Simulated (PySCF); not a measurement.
# Changing the system itself: H2

One physical setting of the base script is moved in each run, with the edits that it forces.

Method: method and basis as typed in the scripts; program: PySCF 2.14.0.

1 further run of the same task is left out (it didn't finish).

### 1 The system as given

H2: 2 atoms, charge 0, spin multiplicity 1.

Bond lengths: H1–H2 0.608 Å.

### 2 The base run

File input.py:

```python
from pyscf import gto, dft, tdscf

mol = gto.M(
    atom='H 0 0 0; H 0 0 0.608',
    basis='minao',
    charge=0,
    spin=0,
    symmetry=True,
    verbose=4,
)
mf = dft.RKS(mol, xc='hse06')
mf.kernel()
td = tdscf.TDDFT(mf)
td.nstates = 4
td.kernel()
td.analyze()
mf.dip_moment()
print('orbital energies (hartree):', mf.mo_energy[..., max(0, mol.nelec[1]-3):mol.nelec[0]+3].round(4))
```

Launch:

```console
$ OMP_NUM_THREADS=1 python input.py
```

Its log is not repeated here.

It gives: E(SCF) = -1.077847 Eh, 2 cycles, μ = 0.00 D, excitations 23.33 eV.

The bond length is a typed value, not an optimised one.

### 3 Electric field 0.05 a.u.

Run 1 changes electric field: none → 0.05 a.u.; point-group symmetry: on → off.

File input.py:

```python
from pyscf import gto, dft, tdscf

mol = gto.M(
    atom='H 0 0 0; H 0 0 0.608',
    basis='minao',
    charge=0,
    spin=0,
    verbose=4,
)
mf = dft.RKS(mol, xc='hse06')
field = 0.05  # electric field along z, atomic units
h = mf.get_hcore() + field*mol.intor('int1e_r')[2]
mf.get_hcore = lambda *args: h
e_nuc = mol.energy_nuc() - field*mol.atom_charges() @ mol.atom_coords()[:, 2]
mf.energy_nuc = lambda *args: e_nuc
mf.kernel()
td = tdscf.TDDFT(mf)
td.nstates = 4
td.kernel()
td.analyze()
mf.dip_moment()
print('orbital energies (hartree):', mf.mo_energy[..., max(0, mol.nelec[1]-3):mol.nelec[0]+3].round(4))
```

Launch:

```console
$ OMP_NUM_THREADS=1 python input.py
```

### 4 Bond 25 Å

Run 2 changes bond length: 0.608 Å → 25 Å.

Changes to input.py since step 2:

```diff
@@ -3,3 +3,3 @@
 mol = gto.M(
-    atom='H 0 0 0; H 0 0 0.608',
+    atom='H 0 0 0; H 0 0 25',
     basis='minao',
```

### 5 Bond 0.565 Å

Run 3 changes bond length: 0.608 Å → 0.565 Å.

Changes to input.py since step 2:

```diff
@@ -3,3 +3,3 @@
 mol = gto.M(
-    atom='H 0 0 0; H 0 0 0.608',
+    atom='H 0 0 0; H 0 0 0.565',
     basis='minao',
```

### 6 Bond 0.76 Å

Run 4 changes bond length: 0.608 Å → 0.76 Å.

Changes to input.py since step 2:

```diff
@@ -3,3 +3,3 @@
 mol = gto.M(
-    atom='H 0 0 0; H 0 0 0.608',
+    atom='H 0 0 0; H 0 0 0.76',
     basis='minao',
```

Q: Predict the outcome of this session. Wanted: for each run, E(SCF); from base; gap; after the SCF.

As calculated:

```csv
run,E(SCF) (hartree),from base (eV),cycles,gap (eV),after the SCF
base,-1.077847,0,2,21.83,lowest root found 23.33 eV
electric field 0.05 a.u.,-1.082810,-0.1350,4,21.94,lowest root found 23.39 eV
bond 25 Å (poor choice),-0.878764,+5.4173,2,0.00,lowest root found 0.00 eV
bond 0.565 Å,-1.049067,+0.7831,2,23.23,lowest root found 24.63 eV
bond 0.76 Å,-1.127640,-1.3549,2,17.64,lowest root found 19.45 eV
```

What this shows: Of the runs whose energies can be compared, “bond 25 Å” moves the SCF energy most (+5.417 eV). With bond 25 Å the frontier gap moves by over 1.5 eV, which can mean another electronic state rather than the bond length alone. With bond 0.76 Å the frontier gap moves by over 1.5 eV, which can mean another electronic state rather than the bond length alone. Rows marked «poor choice» come from settings spoiled on purpose.
